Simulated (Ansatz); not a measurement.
# Rh: the cost of one run

Program: Ansatz 0.2.0. Level of theory: DFT r2SCAN, scalar-relativistic, plane waves, PAW. These are calculated values, not measurements.

4 further runs of the same task are left out: 2 that didn't finish, 2 set aside as unsound or not needed.

### 1 The structure to begin with

Symmetry: Fm-3m, No. 225, cubic system. Conventional cell: a = 3.800 Å, b = 3.800 Å, c = 3.800 Å, α = 90.00°, β = 90.00°, γ = 90.00°. Around Rh (site symmetry m-3m) lie 12 Rh at 2.69 Å.

Coordinates:

```xyz
6
Lattice="1.9000 -1.9000 0.0000 1.9000 0.0000 -1.9000 7.5998 7.5998 7.5998" Properties=species:S:1:pos:R:3 pbc="T T T"
Rh    3.7999    0.0000    0.0000
Rh    0.0000    0.0000    0.0000
Rh    3.7999    1.9000    1.9000
Rh    7.5998    3.7999    3.7999
Rh    3.7999    3.7999    3.7999
Rh    7.5998    5.6999    5.6999
```

It is built from the cell relaxed beforehand with the same method (13.72 Å³/atom).

### 2 Zero of the scan

The input, input.yaml:

```yaml
crystal:
  lattice:
    - [1.8999513061, -1.8999513061, 0.0]
    - [1.8999513061, 0.0, -1.8999513061]
    - [7.5998052244, 7.5998052244, 7.5998052244]
  atoms:
    - { symbol: Rh, position: [0.6666666667, 0.6666666667, 0.1666666667] }
    - { symbol: Rh, position: [0.0, 0.0, 0.0] }
    - { symbol: Rh, position: [0.3333333333, 0.3333333333, 0.3333333333] }
    - { symbol: Rh, position: [0.6666666667, 0.6666666667, 0.6666666667] }
    - { symbol: Rh, position: [0.0, 0.0, 0.5] }
    - { symbol: Rh, position: [0.3333333333, 0.3333333333, 0.8333333333] }
basis:
  ecutwfc: 500
kpoints:
  mp_grid: { grid: [25, 25, 5] }
hamiltonian:
  xc: r2scan
scf:
  occupations: { method: gaussian, width: 0.15 }
output:
  forces: true
  stress: true
  eigenvalues: true
```

Launch:

```sh
$ ansatz run input.yaml --threads 2 --pin off --max-ram 5120MiB --backend cpu --events-out ev --progress --plain --runs-dir out
```

What time and memory should one allow on 2 threads of AMD EPYC 7R43 (Zen 3), shared host?

About 51 s, with a peak of 1.5 GiB.
